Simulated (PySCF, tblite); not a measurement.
# CH₇F₂Ge₂N: geometry, infrared bands and NMR shifts

Aim: predict the infrared bands and NMR shifts of CH₇F₂Ge₂N (`F[CH](F)[GeH2][NH][GeH3]`).

Programs: tblite 0.8.0 and PySCF 2.14.0, with density-fitted response routines of our own. Each step states its level of theory. These are calculated values for one molecule in the gas phase, unless marked as measured. Atoms count from 0, in the outputs and in this text.

## Step 1: The starting structure

13 atoms, charge 0, multiplicity 1; geometry from: force field or distance geometry start.

Bonds of the start (Å): F0–C1 1.38, C1–F2 1.40, C1–Ge3 1.95, Ge3–N4 1.85, N4–Ge5 1.86, C1–H6 1.11, Ge3–H7 1.55, Ge3–H8 1.57, N4–H9 1.03, Ge5–H10 1.56, Ge5–H11 1.56, Ge5–H12 1.54.

## Step 2: Optimising the geometry with GFN2-xTB

Job settings and geometry (Å):

```
{"job": {"kind": "relax", "xc": "GFN2-xTB", "basis": "xTB"}, "charge": 0, "multiplicity": 1}
F      1.389200     1.755200    -0.039300
C      1.729200     0.590700     0.613700
F      1.511300     0.688000     1.992900
Ge     0.754000    -0.939200    -0.093900
N     -0.516300    -0.240200    -1.239500
Ge    -2.027900     0.138900    -0.216700
H      2.800100     0.409000     0.397900
H      1.740700    -1.861100    -0.857600
H      0.057000    -1.742700     1.062600
H     -0.142000     0.584700    -1.736800
H     -1.678300     0.255200     1.302300
H     -2.980300    -1.081300    -0.437300
H     -2.641000     1.443400    -0.766100
```

Launch:

```
OMP_NUM_THREADS=1 python probes_run.py task.json out
```

The driver reads the jobs from task.json and runs them one after another.

Output:

```text
step      E/eV     max force
  0    -596.61544    1.675
  1    -596.73689    0.859
  2    -596.84839    0.992
  3    -596.88615    0.596
  4    -596.91112    0.395
  5    -596.91952    0.390
  6    -596.93616    0.532
  7    -596.94959    0.408
  8    -596.96625    0.461
  9    -596.97930    0.316
 10    -596.98946    0.306
 11    -596.99647    0.236
 12    -597.00265    0.217
 13    -597.00820    0.188
 14    -597.01349    0.231
 15    -597.01904    0.246
 16    -597.02488    0.247
 17    -597.03045    0.209
 18    -597.03534    0.202
 19    -597.03995    0.191
 20    -597.04495    0.185
 21    -597.05046    0.198
 22    -597.05589    0.181
 23    -597.06024    0.164
 24    -597.06362    0.174
 25    -597.06650    0.224
 26    -597.06926    0.233
 27    -597.07155    0.117
 28    -597.07325    0.079
 29    -597.07392    0.080
 30    -597.07568    0.121
 31    -597.07700    0.105
 32    -597.07819    0.073
 33    -597.07889    0.070
 34    -597.07947    0.069
 35    -597.08014    0.072
 36    -597.08089    0.074
 37    -597.08149    0.052
 38    -597.08187    0.041
 39    -597.08218    0.044
 40    -597.08257    0.063
 41    -597.08307    0.068
 42    -597.08356    0.074
 43    -597.08389    0.053
 44    -597.08411    0.042
 45    -597.08433    0.048
 46    -597.08459    0.039
 47    -597.08492    0.044
 48    -597.08533    0.049
 49    -597.08588    0.072
 50    -597.08655    0.081
 51    -597.08720    0.058
 52    -597.08776    0.068
 53    -597.08839    0.082
 54    -597.08943    0.124
 55    -597.09108    0.172
 56    -597.09310    0.172
 57    -597.09505    0.125
 58    -597.09638    0.144
 59    -597.09472    0.275
 60    -597.09835    0.116
 61    -597.09949    0.119
 62    -597.10342    0.195
 63    -597.10635    0.150
 64    -597.10955    0.111
 65    -597.11147    0.140
 66    -597.10906    0.335
 67    -597.11365    0.115
 68    -597.11471    0.073
 69    -597.11577    0.070
 70    -597.11780    0.135
 71    -597.11845    0.068
 72    -597.11903    0.063
 73    -597.12034    0.081
 74    -597.12074    0.084
 75    -597.12150    0.048
 76    -597.12193    0.043
 77    -597.12232    0.051
 78    -597.12273    0.064
 79    -597.12325    0.058
 80    -597.12371    0.058
 81    -597.12408    0.052
 82    -597.12440    0.066
 83    -597.12477    0.062
 84    -597.12526    0.071
 85    -597.12582    0.070
 86    -597.12631    0.061
 87    -597.12658    0.060
 88    -597.12677    0.045
 89    -597.12700    0.055
 90    -597.12741    0.068
 91    -597.12802    0.070
 92    -597.12866    0.094
 93    -597.12897    0.033
 94    -597.12914    0.061
 95    -597.12925    0.042
 96    -597.12942    0.037
 97    -597.12955    0.055
 98    -597.12979    0.069
 99    -597.13002    0.065
100    -597.13037    0.050
101    -597.13074    0.043
102    -597.13104    0.042
103    -597.13127    0.043
104    -597.13164    0.059
105    -597.13254    0.097
106    -597.13457    0.154
107    -597.13671    0.407
108    -597.13635    0.264
109    -597.14216    0.228
110    -597.14495    0.285
111    -597.14840    0.210
112    -597.15002    0.085
113    -597.15098    0.072
114    -597.15159    0.081
115    -597.15187    0.065
116    -597.15219    0.046
117    -597.15256    0.043
118    -597.15291    0.026
119    -597.15306    0.025
120    -597.15325    0.031
121    -597.15348    0.046
122    -597.15379    0.050
123    -597.15417    0.051
124    -597.15456    0.051
125    -597.15486    0.048
126    -597.15509    0.043
127    -597.15531    0.048
128    -597.15576    0.075
129    -597.15673    0.125
130    -597.15839    0.161
131    -597.16004    0.163
132    -597.15919    0.193
133    -597.16212    0.124
134    -597.16254    0.057
135    -597.16310    0.062
136    -597.16365    0.063
137    -597.16425    0.053
138    -597.16523    0.050
139    -597.16564    0.069
140    -597.16619    0.066
141    -597.16702    0.055
142    -597.16378    0.228
143    -597.16806    0.094
144    -597.16865    0.063
145    -597.16941    0.125
146    -597.17018    0.070
147    -597.17230    0.074
148    -597.17182    0.292
149    -597.17333    0.137
150    -597.17359    0.290
151    -597.17605    0.054
152    -597.17677    0.112
153    -597.17797    0.132
154    -597.17940    0.096
155    -597.17964    0.144
156    -597.18134    0.086
157    -597.18210    0.059
158    -597.18270    0.053
159    -597.18295    0.051
160    -597.18311    0.032
161    -597.18335    0.048
162    -597.18352    0.043
163    -597.18370    0.044
164    -597.18400    0.040
165    -597.18436    0.049
166    -597.18479    0.038
167    -597.18519    0.047
168    -597.18560    0.046
169    -597.18592    0.038
170    -597.18629    0.061
171    -597.18660    0.046
172    -597.18701    0.087
173    -597.18748    0.064
174    -597.18834    0.072
175    -597.18957    0.071
176    -597.19098    0.134
177    -597.19072    0.232
178    -597.19305    0.078
179    -597.19397    0.097
180    -597.19557    0.121
181    -597.19659    0.095
182    -597.19763    0.066
183    -597.19820    0.084
184    -597.19871    0.067
185    -597.19908    0.042
186    -597.19924    0.036
187    -597.19937    0.029
188    -597.19943    0.031
189    -597.19949    0.025
190    -597.19952    0.019
191    -597.19956    0.016
192    -597.19960    0.015
193    -597.19963    0.014
194    -597.19967    0.014
195    -597.19971    0.011
196    -597.19973    0.010
```

Wall time 2 s (1 thread of Arm Neoverse N1, shared host); peak memory 0.18 GiB.

The steps of the relaxation: (not every step is listed)

| step | energy from step 0 (eV) | largest force (eV/Å) |
| --- | --- | --- |
| 0 | 0.0000 | 1.6750 |
| 1 | -0.1214 | 0.8592 |
| 2 | -0.2329 | 0.9922 |
| 3 | -0.2707 | 0.5962 |
| 4 | -0.2957 | 0.3946 |
| 5 | -0.3041 | 0.3898 |
| 6 | -0.3207 | 0.5321 |
| 7 | -0.3341 | 0.4078 |
| 8 | -0.3508 | 0.4612 |
| 26 | -0.4538 | 0.2331 |
| 44 | -0.4687 | 0.0421 |
| 62 | -0.4880 | 0.1947 |
| 80 | -0.5083 | 0.0577 |
| 98 | -0.5143 | 0.0693 |
| 116 | -0.5367 | 0.0463 |
| 134 | -0.5471 | 0.0565 |
| 152 | -0.5613 | 0.1124 |
| 170 | -0.5708 | 0.0614 |
| 188 | -0.5840 | 0.0314 |
| 191 | -0.5841 | 0.0159 |
| 192 | -0.5842 | 0.0150 |
| 193 | -0.5842 | 0.0138 |
| 194 | -0.5842 | 0.0145 |
| 195 | -0.5843 | 0.0114 |
| 196 | -0.5843 | 0.0098 |

Distances of close pairs at the start and the end, largest changes first:

```
   bond  before (Å)  after (Å)  change (Å)
Ge5–H11       1.564      1.489      -0.075
 C1–Ge3       1.947      2.019      +0.072
 Ge3–H8       1.571      1.504      -0.068
Ge5–H10       1.563      1.496      -0.067
 Ge3–H7       1.551      1.501      -0.050
 Ge3–N4       1.848      1.802      -0.046
Ge5–H12       1.543      1.501      -0.042
  C1–F2       1.400      1.368      -0.032
```

The next job starts from the end point, and lists it.

## Step 3: Harmonic vibrations with GFN2-xTB

Job settings and geometry (Å):

```
{"job": {"kind": "ir", "xc": "GFN2-xTB", "basis": "xTB"}, "charge": 0, "multiplicity": 1}
F      2.031345     1.468621     0.284182
C      1.600305     0.330383     0.893328
F      0.538727     0.695164     1.674582
Ge     0.918911    -0.954139    -0.508033
N     -0.645407    -0.310336    -1.129477
Ge    -1.938889     0.384795    -0.021875
H      2.398877    -0.004186     1.566204
H      1.907725    -1.083757    -1.630413
H      0.658453    -2.258064     0.193736
H     -0.610742     0.123763    -2.040260
H     -1.648117     1.790955     0.399496
H     -2.020368    -0.538526     1.143282
H     -3.195209     0.355811    -0.842483
```

Output:

```text
mode    cm-1     km/mol
  1      28.9      2.04
  2      67.6      0.39
  3     108.1      5.20
  4     141.3      3.10
  5     178.7      0.67
  6     199.8      2.52
  7     280.2     33.24
  8     352.8     99.00
  9     433.1     31.95
 10     486.0     25.69
 11     487.4      1.61
 12     539.6      0.76
 13     559.6    175.12
 14     581.3     57.36
 15     654.6    140.64
 16     671.2    394.26
 17     728.3    282.39
 18     776.3     94.38
 19     785.6     94.31
 20     815.2    154.57
 21     848.1    116.86
 22     978.7    136.62
 23    1053.4     78.60
 24    1094.9    128.52
 25    1189.3     28.29
 26    1258.2      2.72
 27    1944.4    179.15
 28    1966.4    186.22
 29    2011.8    446.93
 30    2028.3    465.44
 31    2092.8    459.21
 32    2902.6     34.33
 33    3414.1      0.56
```

Wall time 0.63 s (1 thread of Arm Neoverse N1, shared host); peak memory 0.18 GiB.

Which atoms move in the most intense modes:

```
cm⁻¹  km/mol                                atoms
 560   175.1         H10 52 %, H12 17 %, H11 12 %
 671   394.3  H7 26 %, N4 19 %, H8 17 %, H11 15 %
 728   282.4                     N4 33 %, H8 31 %
1944   179.2                     H8 57 %, H7 40 %
1966   186.2         H12 55 %, H10 31 %, H11 12 %
2012   446.9                     H7 58 %, H8 40 %
2028   465.4                   H10 62 %, H12 36 %
2093   459.2                             H11 86 %
```

## Step 4: Shielding tensors: PBE0/pcSseg-1

Same as in step 3 but for these lines:

```diff
@@ -1,2 +1,2 @@
-{"job": {"kind": "ir", "xc": "GFN2-xTB", "basis": "xTB"}, "charge": 0, "multiplicity": 1}
+{"job": {"kind": "nmr", "xc": "PBE0", "basis": "pcSseg-1"}, "charge": 0, "multiplicity": 1}
 F      2.031345     1.468621     0.284182
```

Method: GIAO PBE0/pcSseg-1 NMR shielding, non-relativistic, gas phase.

Output:

```text
coarse grid: 53040 points
cycle   1  E = -4449.2930373562  dE = -7.797e-01  |g| = 1.381e+00  |ddm| = 3.413e+00
cycle   2  E = -4449.1001321724  dE =  1.929e-01  |g| = 1.669e+00  |ddm| = 1.468e+00
cycle   3  E = -4449.4449510436  dE = -3.448e-01  |g| = 2.744e-01  |ddm| = 1.073e+00
cycle   4  E = -4449.4587569656  dE = -1.381e-02  |g| = 8.840e-02  |ddm| = 2.392e-01
cycle   5  E = -4449.4599136137  dE = -1.157e-03  |g| = 1.803e-02  |ddm| = 7.103e-02
cycle   6  E = -4449.4599695454  dE = -5.593e-05  |g| = 5.342e-03  |ddm| = 1.423e-02
cycle   7  E = -4449.4599734118  dE = -3.866e-06  |g| = 7.592e-04  |ddm| = 3.471e-03
final grid: 109088 points
cycle   8  E = -4449.4600024327  dE = -8.196e-08  |g| = 7.840e-04  |ddm| = 1.945e-03
cycle   9  E = -4449.4600023568  dE =  7.589e-08  |g| = 1.074e-03  |ddm| = 1.347e-03
cycle  10  E = -4449.4600025544  dE = -1.976e-07  |g| = 1.344e-04  |ddm| = 7.398e-04
cycle  11  E = -4449.4600025584  dE = -4.006e-09  |g| = 3.467e-05  |ddm| = 1.376e-04
cycle  12  E = -4449.4600025586  dE = -1.755e-10  |g| = 4.070e-06  |ddm| = 2.534e-05
converged SCF energy = -4449.4600025586

GIAO shielding tensors (ppm)
atom      isotropic    diamagn.    paramagn.     s11        s22        s33       span
  0 F      317.698     474.556    -156.858    186.090    313.984    453.022    266.932
  1 C       56.067     242.303    -186.236     32.599     64.908     70.694     38.095
  2 F      316.305     477.198    -160.893    194.410    303.243    451.262    256.852
  3 Ge    1420.901    2755.567   -1334.666   1303.114   1398.611   1560.977    257.863
  4 N      288.828     328.622     -39.794    264.954    280.801    320.728     55.774
  5 Ge    1456.550    2756.087   -1299.537   1326.809   1414.462   1628.378    301.570
  6 H       25.195      27.914      -2.720     22.344     24.448     28.791      6.447
  7 H       26.963      28.482      -1.519     20.625     21.479     38.784     18.159
  8 H       27.069      29.017      -1.948     20.272     22.128     38.807     18.535
  9 H       32.499      33.164      -0.665     21.269     29.054     47.175     25.906
 10 H       26.828      29.595      -2.767     19.419     23.207     37.858     18.439
 11 H       27.367      29.716      -2.350     20.948     23.589     37.563     16.616
 12 H       27.148      28.511      -1.362     19.680     22.319     39.445     19.765
```

Wall time 69 s (1 thread of Arm Neoverse N1, shared host); peak memory 0.98 GiB.

The references, computed at this level on geometries of the same kind, shield at (ppm): 1H TMS 31.72, 13C TMS 186.9, 19F CFCl3 170.9, 15N NH3 267.7, 73Ge GeMe4 1331. Their shielding less the atom's gives the shift. The references are single molecules in the gas phase, so shifts against H2O, NH3, PH3, H3PO4 or CFCl3 are not on the usual liquid scales and can be off by tens of ppm. Atoms listed in one row are averaged.

| atoms | environment | σ (ppm) | δ (ppm) |
| --- | --- | --- | --- |
| C1 | sp3 CH bonded to 2 F and Ge | 56.1 | 130.9 |
| H6 | hydrogen on an sp3 CH bonded to 2 F and Ge | 25.19 | 6.52 |
| H7, H8 | hydrogen on a germanium bonded to C, N | 27.02 | 4.70 |
| H10, H11, H12 | hydrogen on a germanium bonded to N | 27.11 | 4.60 |
| H9 | hydrogen on a nitrogen bonded to 2 Ge | 32.50 | -0.78 |
| F0, F2 | fluorine of a CF2 group | 317.0 | -146.1 |
| Ge3 | germanium bonded to C, N, 2 H | 1421 | -90 |
| Ge5 | germanium bonded to N, 3 H | 1457 | -126 |
| N4 | nitrogen bonded to 2 Ge, H | 288.8 | -21.1 |

Charges from the same density, by scheme (e):

```
 atoms  Mulliken    IAO  Hirshfeld  ESP fit
F0, F2     -0.31  -0.30      -0.10    -0.19
    C1      0.27   0.19       0.06     0.17
   Ge3      0.60   0.75       0.36     0.30
    N4     -0.94  -0.87      -0.34    -0.68
   Ge5      0.45   0.63       0.33     0.36
```

Mayer bond orders: F0–C1 0.90, C1–F2 0.89, C1–Ge3 0.80, Ge3–N4 0.95, N4–Ge5 0.84.

The fields below are evaluated on a grid from the run's orbitals.

Frontier orbitals at PBE0/pcSseg-1, with the share of their density that lies nearest to each atom:

```csv
orbital,energy (eV),lies on
HOMO,-7.10,N4 54 %; C1 10 %; H10 8 %
LUMO,0.25,H9 17 %; N4 12 %; Ge3 11 %
```

ELF in a plane through or near 5 of the atoms.

Ten even steps from ' ' (0.00) to '@' (1.00):
```
                                                        
                                                        
                                                        
                      ....                              
                    ::====::      ....                  
            --==    ==%%%%##--  ..++**--..              
          --@@@@##::==##++%%==  ::****==..              
          ##@@@@@@**::######::  ----::::::::....        
          **@@@@@@::..++::..  ....--**--::##%%##::      
          ..++****##%%%%--    ::..****++==@@@@@@##      
                ::**++::..--++****..::..@@@@@@@@%%      
                ..--..**++..##**%%##--==@@@@@@@@##      
                ::--::****..%%++%%%%--..==@@@@@@::      
            ..++%%@@++::..::**%%%%##==    ..::          
            ..##@@@@@@##--..--****++::                  
              ++@@@@@@##..    ..::..                    
                ++####==                                
                  ....                                  
                                                        
                                                        
```
The map spans 11.8 Å across and 9.4 Å up, centred on the molecule. Atoms in the plane (x, y in Å): C1 (-1.7, 0.8), F2 (-0.7, 1.7), Ge3 (-0.9, -1.0), Ge5 (1.9, 0.4), H12 (3.3, -0.2).

log10 of the density (e/Å³) in the same plane.

Ten even steps from ' ' (-4.0) to '@' (2.9):
```
                                                        
                                                        
                      ....                              
                ....::----::::............              
            ....::::--======--::::::::::::..            
        ..::::----==++****++==------------::....        
        ..::--======++**##**==--========----::....      
        ::--==++++********++======++++++==----::....    
        ..--==++++****++++======++**##**++====--::..    
        ..::--==++++**++========++##@@##++++==--::..    
          ..::--==++++++++++++++++++**++++++++==--::..  
          ..::--====**####++++****++++==++++==--::..    
          ..::--==++**%%##++++****++========----::..    
          ..::--==++++++++++++++++====--::::::::..      
          ..::--====++++============--::::......        
          ....::--======----------::::..                
            ..::::------::::::::....                    
              ....::::::::....                          
                    ....                                
                                                        
```
The map spans 11.8 Å across and 9.4 Å up, centred on the molecule. Atoms in the plane (x, y in Å): C1 (-1.7, 0.8), F2 (-0.7, 1.7), Ge3 (-0.9, -1.0), Ge5 (1.9, 0.4), H12 (3.3, -0.2).

On the surface of density 0.002 e/bohr³ the electrostatic potential runs, from the 1st to the 99th percentile, from -0.95 V near N4 to 1.57 V near H9.

## Step 5: Summary of results

```
                                                                 quantity                        value
                                strongest single infrared mode (GFN2-xTB)        2028 cm⁻¹, 465 km/mol
                                             zero-point energy (GFN2-xTB)                45.3 kcal/mol
                                   13C shifts against TMS (PBE0/pcSseg-1)                    130.9 ppm
   1H shifts against TMS (PBE0/pcSseg-1, means over atoms taken as alike)  6.52, 4.70, 4.60, -0.78 ppm
19F shifts against CFCl3 (PBE0/pcSseg-1, means over atoms taken as alike)                   -146.1 ppm
                                73Ge shifts against GeMe4 (PBE0/pcSseg-1)                -90, -126 ppm
                                   15N shifts against NH3 (PBE0/pcSseg-1)                    -21.1 ppm
                                    surface potential, 1st and 99th percentile           -0.95 V and 1.57 V
```

Relaxing lowered the energy by 0.584 eV in 196 steps; the close pair that moved most is Ge5–H11, from 1.564 to 1.489 Å. No mode is imaginary among the 33: a minimum at this level. The strongest single mode, at 2028 cm⁻¹, moves mainly H10 and H12. Unscaled tight-binding wavenumbers are off by several per cent, some by more. Its intensities can rank the bands wrongly. The most deshielded hydrogen is H6 (hydrogen on an sp3 CH bonded to 2 F and Ge), at 6.52 ppm: its carbon carries F, hence the downfield position. At PBE0/pcSseg-1: The widest tensor belongs to Ge5: span 302 ppm, with a paramagnetic part of -1300 ppm. Spin-orbit coupling is left out, which matters for shieldings and couplings at and beside the heavy atoms.
